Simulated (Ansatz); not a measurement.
**C3H8OSi: how energies converge with the basis set**

Aim: see how fast density functionals converge with the basis set for C3H8OSi.

The runs use Ansatz 0.2.0, Gaussian basis; one geometry, several basis sets.

Levels to be run: PBE0-D4/def2-SVP; ωB97M-V/def2-SVP; PBE0-D4/def2-QZVPP; ωB97M-V/def2-QZVPP; the functionals' def2-TZVPP values are taken from earlier runs.

## 1. Structure used throughout

An earlier PBE0-D4 in a triple-zeta def2 set relaxation fixed the geometry.

13 atoms, charge 0, spin multiplicity 1.

Atoms are counted from 1 here; the program's logs count them from 0.

Bond lengths: C1–C2 1.331 Å, C1–H6 1.087 Å, C1–H7 1.087 Å, C2–Si3 1.862 Å, C2–H8 1.090 Å, Si3–C4 1.866 Å, Si3–O5 1.653 Å, Si3–H9 1.486 Å, C4–H10 1.094 Å, C4–H11 1.092 Å, C4–H12 1.093 Å, O5–H13 0.958 Å. Angles: C2–C1–H6 122.5°, C2–C1–H7 121.4°, H6–C1–H7 116.1°, C1–C2–Si3 123.2°, C1–C2–H8 117.9°, Si3–C2–H8 119.0°, C2–Si3–C4 109.5°, C2–Si3–O5 110.3°, C2–Si3–H9 110.4°, C4–Si3–O5 112.2°, C4–Si3–H9 109.8°, O5–Si3–H9 104.6°, Si3–C4–H10 110.4°, Si3–C4–H11 110.9°, Si3–C4–H12 111.4°, H10–C4–H11 108.0°, H10–C4–H12 107.6°, H11–C4–H12 108.4° and more.

Coordinates:

```
atom    x (Å)    y (Å)    z (Å)
  C1  -0.4584   1.3619   1.7413
  C2  -0.3470   0.1262   1.2604
 Si3   0.6998  -0.3002  -0.2192
  C4  -0.2925  -1.3433  -1.4059
  O5   1.2751   1.0762  -0.9299
  H6  -1.0799   1.6007   2.6000
  H7   0.0819   2.1930   1.2959
  H8  -0.9060  -0.6668   1.7579
  H9   1.9162  -1.0406   0.2045
 H10  -0.6200  -2.2671  -0.9200
 H11   0.3043  -1.6156  -2.2795
 H12  -1.1864  -0.8158  -1.7497
 H13   0.6332   1.6567  -1.3408
```

## 2. PBE0-D4 in def2-SVP

in.yaml reads:

```yaml
crystal:
  periodic: [false, false, false]
  atoms:
    - {symbol: C, position_ang: [-0.458394, 1.361859, 1.741255]}
    - {symbol: C, position_ang: [-0.347022, 0.126236, 1.260367]}
    - {symbol: Si, position_ang: [0.699754, -0.300228, -0.219215]}
    - {symbol: C, position_ang: [-0.292452, -1.343335, -1.405877]}
    - {symbol: O, position_ang: [1.275146, 1.076249, -0.929922]}
    - {symbol: H, position_ang: [-1.079859, 1.600736, 2.600007]}
    - {symbol: H, position_ang: [0.081930, 2.193012, 1.295920]}
    - {symbol: H, position_ang: [-0.905983, -0.666838, 1.757884]}
    - {symbol: H, position_ang: [1.916241, -1.040613, 0.204501]}
    - {symbol: H, position_ang: [-0.620039, -2.267084, -0.920048]}
    - {symbol: H, position_ang: [0.304272, -1.615640, -2.279523]}
    - {symbol: H, position_ang: [-1.186388, -0.815808, -1.749735]}
    - {symbol: H, position_ang: [0.633194, 1.656654, -1.340814]}
basis:
  gaussian: {orbitals: def2-SVP}
hamiltonian: {xc: pbe0, dispersion: d4}
output: {orbitals: {seedname: orbitals}}
```

After this run come: ωB97M-V in def2-SVP; PBE0-D4 in def2-QZVPP; ωB97M-V in def2-QZVPP.

**Question.** What will the summary of the whole plan be? Wanted: PBE0-D4: double and triple zeta above quadruple; ωB97M-V: double and triple zeta above quadruple.

As calculated:

| quantity | value |
| --- | --- |
| PBE0-D4: double and triple zeta above quadruple | 9.67, 0.58 eV |
| ωB97M-V: double and triple zeta above quadruple | 9.94, 0.55 eV |

**Reading.** PBE0-D4 gains 9.09 eV from double to triple zeta, then 0.58 eV more. Total energies overstate the basis error of differences, where much of it tends to cancel. The LUMO of ωB97M-V is positive and keeps falling with the basis (2.03 to 1.42 eV): an unbound level that the basis holds in place.
